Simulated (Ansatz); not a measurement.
CH3I, SMILES CI, vertical spin-state energies

With the Python package of Ansatz (0.2.0).

Run as a notebook:

**Cell 1**
```python
import ansatz as az
```

**Cell 2**
```python
geometry_ang = [
    ("C", [0.0036, -0.1841, 0.1333]),
    ("I", [0.3732, 1.3663, -1.2965]),
    ("H", [0.7136, -0.8933, 0.1256]),
    ("H", [-0.0562, 0.2905, 1.1251]),
    ("H", [-0.9843, -0.653, -0.1288]),
]
system = az.Crystal.molecule()
for symbol, xyz in geometry_ang:
    system = system.atom(symbol, xyz)
```

**Cell 3**
```python
setup = (
    system.calculation()
    .basis(gaussian="def2-SVP")
    .correlation("CCSD(T)")
)
found = {}
for unpaired in [0, 2]:
    report = setup.spin("collinear", total=unpaired).run().report
    s = unpaired / 2
    found[unpaired] = report["free_energy_ev"]
    print(f"2S+1 = {unpaired + 1}: E = {found[unpaired]:.5f} eV, <S^2> = {abs(report['mean_field']['state']['spin_squared']):.3f} (pure state {s * (s + 1):.2f})")
lowest = min(found, key=found.get)
for unpaired, e in found.items():
    print(f"multiplicity {unpaired + 1}: {23.060548 * (e - found[lowest]):.1f} kcal/mol above the lowest")
```
Output:
```text
2S+1 = 1: E = -9157.37121 eV, <S^2> = 0.000 (pure state 0.00)
2S+1 = 3: E = -9152.65910 eV, <S^2> = 2.018 (pure state 2.00)
multiplicity 1: 0.0 kcal/mol above the lowest
multiplicity 3: 108.7 kcal/mol above the lowest
```

In order: multiplicity 1 (+0.00 eV) and multiplicity 3 (+4.71 eV), all at the one geometry.

Total energies depend on the basis set; only differences at equal settings carry meaning. The geometry is a force-field or estimated start, not a minimum of this method, and the basis set is short of its limit. All parts are taken at fixed geometry, without zero-point energy. def2 sets replace the cores of elements past krypton by effective core potentials. Spin-orbit coupling, which mixes and shifts the spin states of heavy atoms, is left out. S² is that of the Hartree-Fock reference. Timing: 26 s on 1 thread of Arm Neoverse V1 (shared host), peak memory 0.29 GiB.
